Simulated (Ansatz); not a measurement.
**CoHO (triplet): wave-function methods side by side, def2-SVP**

The task here is to estimate one member of a computed series from the others.

Computed with Ansatz 0.2.0, Gaussian basis. Level: def2-SVP, core rule «outside noble gas», up to 10 orbitals frozen.

Plan: UHF; CCSD(T) on ROHF; CCSD(T) on UHF; CISD; CASSCF and MRCISD+Q, 16 electrons in 11 orbitals; CASSCF and NEVPT4(SD), 16 electrons in 11 orbitals; CASSCF and NEVPT2, 16 electrons in 11 orbitals.

28 further runs of the same task are left out: 2 for a known fault of the program, 16 that didn't finish, 10 set aside as unsound or not needed.

## The geometry

The geometry is a PBE0/def2-TZVP stationary point (not a proven minimum) of the parent state, kept for this charge and spin.

3 atoms, charge 0, spin multiplicity 3.

Atoms are counted from 1 here; the program's logs count them from 0.

Bond lengths: Co1–O2 1.717 Å, O2–H3 0.966 Å. Angles: Co1–O2–H3 111.2°.

Coordinates:

| atom | x (Å) | y (Å) | z (Å) |
| --- | --- | --- | --- |
| Co1 | 0.00000 | 0.01618 | 0.38905 |
| O2 | 0.00000 | -0.10779 | -1.32364 |
| H3 | 0.00000 | 0.76506 | -1.73645 |

The first run:

in.yaml reads:

```yaml
crystal:
  periodic: [false, false, false]
  atoms:
    - {symbol: Co, position_ang: [0.000000, 0.016178, 0.389046]}
    - {symbol: O, position_ang: [0.000000, -0.107788, -1.323644]}
    - {symbol: H, position_ang: [0.000000, 0.765063, -1.736447]}
basis:
  gaussian: {orbitals: def2-SVP}
magnetization: {spin_polarized: true, initial_magnetization: 2}
hamiltonian: {xc: hf}
output: {orbitals: {seedname: orbitals}}
```

Run with:

```sh
$ ansatz run in.yaml --threads 1 --pin off --events-out ev --progress --plain --max-ram 2393MiB
```

Among the steps run: UHF; CCSD(T) on ROHF; CCSD(T) on UHF; CISD; CASSCF and MRCISD+Q, 16 electrons in 11 orbitals; CASSCF and NEVPT4(SD), 16 electrons in 11 orbitals; CASSCF and NEVPT2, 16 electrons in 11 orbitals.

One of the session's tables, all rows but one given; the rest of the session is left out.

It belongs to the step «Misses and costs». 

```
            method  from RCCSD(T) (meV)
              ROHF             +12046.9
               UHF                    ?
              RMP2               +463.7
              UMP2               +505.9
              CISD              +1650.2
             RCCSD               +254.2
             UCCSD                +49.7
          RCCSD(T)                    0
          UCCSD(T)               -213.1
    CASSCF valence              +9317.4
    NEVPT2 valence              +1359.0
NEVPT4(SD) valence               +193.9
    MRCISD valence               +830.6
  MRCISD+Q valence               +164.8
```

Estimate the missing values for UHF.

**Answer.** from RCCSD(T) (meV): +9797.0. In the column «from RCCSD(T) (meV)» it lies between CASSCF valence (+9317.4) and ROHF (+12046.9).

The program flags UCCSD(T) as in doubt (see the logs), so those rows may rest on another solution; read them beside their warnings.

Caveats from the session: The determinant is far from a pure spin state, so its energy mixes those of several spin states (harmless only where they are near-degenerate, as at dissociation). The program flags UCCSD(T) as in doubt, so those rows may rest on another solution; read them beside their warnings. Warnings: spin contamination; large T1 diagnostic. Restricted and unrestricted rows rest on different reference determinants; where their highest levels disagree by more than a few hundredths of an eV, they describe different states and don't form one ladder.
